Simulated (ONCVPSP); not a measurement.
# Si: generating and testing an ONCV potential

Task: generate the file, and judge it by its errors in other configurations, its logarithmic derivatives, its ghosts and its cutoff.

The numbers are computed with ONCVPSP 4.0.1.1 (patched build) (PBE, scalar-relativistic, spin-unpolarised reference atom).

## 1. Starting point

Typed settings, in words:

```json
{
 "element": "silicon (Si, Z = 14)",
 "type": "optimised norm-conserving Vanderbilt (ONCV)",
 "frozen core": "[Ne]",
 "valence charge": "4",
 "reference configuration": "3s2 3p1 (charge +1)",
 "partial waves": "3s: rc 1.70 bohr, ncon 4, nbas 7, qcut 3.4 1/bohr, 2 projectors, debl 2.8 Ha; 3p: rc 2.05 bohr, ncon 3, nbas 7, qcut 4.1 1/bohr, 2 projectors, debl 0.8 Ha; d scattering state at 0.18 Ha: rc 2.10 bohr, ncon 5, nbas 8, qcut 5.3 1/bohr, 2 projectors, debl 2.5 Ha",
 "local potential": "polynomial inside 1.55 bohr (lpopt 2, dvloc0 1 Ha)",
 "core correction": "Teter function, fcfact 4, rcfact 1.35"
}
```

The outer shells as boxes (Hund's rule for the drawing; the calculation is spin-unpolarised):

```
[Ne] core
3s [↑↓]
3p [↑ ][  ][  ]
```

An earlier all-electron run gives the scale for the radii.

All-electron outer shells of the reference configuration (PBE, scalar-relativistic, ld1.x):

| shell | level (eV) | outermost node (bohr) | outermost maximum (bohr) |
| --- | --- | --- | --- |
| 2s | -149.00 | 0.15 | 0.45 |
| 2p | -105.08 | – | 0.39 |
| 3s | -19.03 | 0.72 | 1.75 |
| 3p | -11.66 | 0.71 | 2.04 |

## 2. The generation run

Si.dat

```
# ATOM AND REFERENCE CONFIGURATION
# atsym  z   nc   nv     iexc    psfile
  Si 14.00    3    2        4      upf
#
#   n    l    f
    1    0    2.00
    2    0    2.00
    2    1    6.00
    3    0    2.00
    3    1    1.00
#
# PSEUDOPOTENTIAL AND OPTIMIZATION
# lmax
    2
#
#   l,   rc,      ep,       ncon, nbas, qcut
    0    1.70    0.00    4    7    3.40
    1    2.05    0.00    3    7    4.10
    2    2.10    0.18    5    8    5.30
#
# LOCAL POTENTIAL
# lloc, lpopt,  rc(5),   dvloc0
    4    2    1.55    1.00
#
# VANDERBILT-KLEINMAN-BYLANDER PROJECTORs
# l, nproj, debl
    0    2    2.80
    1    2    0.80
    2    2    2.50
#
# MODEL CORE CHARGE
# icmod, fcfact, rcfact
    3    4.00    1.35
#
# LOG DERIVATIVE ANALYSIS
# epsh1, epsh2, depsh
   -2.00    5.00    0.02
#
# OUTPUT GRID
# rlmax, drl
    6.00    0.01
#
# TEST CONFIGURATIONS
# ncnf
    4
# nvcnf
#   n    l    f
    2
    3    0    2.00
    3    1    2.00
#
    2
    3    0    2.00
    3    1    0.00
#
    2
    3    0    1.00
    3    1    0.00
#
    2
    3    0    2.00
    3    1    1.50
#
```

Run with:

```console
$ oncvpsp.x < Si.dat > Si.out
```

Before running it: what results should come out? Wanted: cutoffs for 1 and 0.1 mHa per electron, occupied waves; bound ghosts; GHOST(+) flags; largest test error; largest phase difference near zero energy, channels read; rms error of d²Exc/dn², without and with the model core.

**Answer**, as computed:

| quantity | value |
| --- | --- |
| cutoffs for 1 and 0.1 mHa per electron, occupied waves | 15 Ha and 36 Ha |
| bound ghosts | d at -2.52 eV |
| GHOST(+) flags | none at low energy |
| largest test error (AE − PS) | +27 meV, for 3s1 3p0 |
| largest phase difference near zero energy, channels read | 3.142 rad |
| rms error of d²Exc/dn², without and with the model core | 2.26 and 0.14 mHa |

In words: A bound ghost (d) makes it unfit for use: electrons can fall into a state that the atom doesn't have. The worst unpolarised test, 3s1 3p0, is off by 27 meV on 50.0 eV; by total energies transferability rates as fair. That test lies far up in energy; among those under 40 eV, nearer to bonding, the largest error is 2.2 meV. The potential is soft on the atom at that tolerance: the looser tolerance needs 15 Ha. At the looser tolerance the 3s wave is the slowest; 3p needs 3 Ha. Near zero energy the largest phase difference among the channels read is 3.14 rad, in the d channel. A step near π is an extra or missing state, not a misfit of shape. The pseudo curves have a pole with no partner nearby in the atom's: d at -0.09 Ha. All of this concerns the isolated atom, not yet a solid.
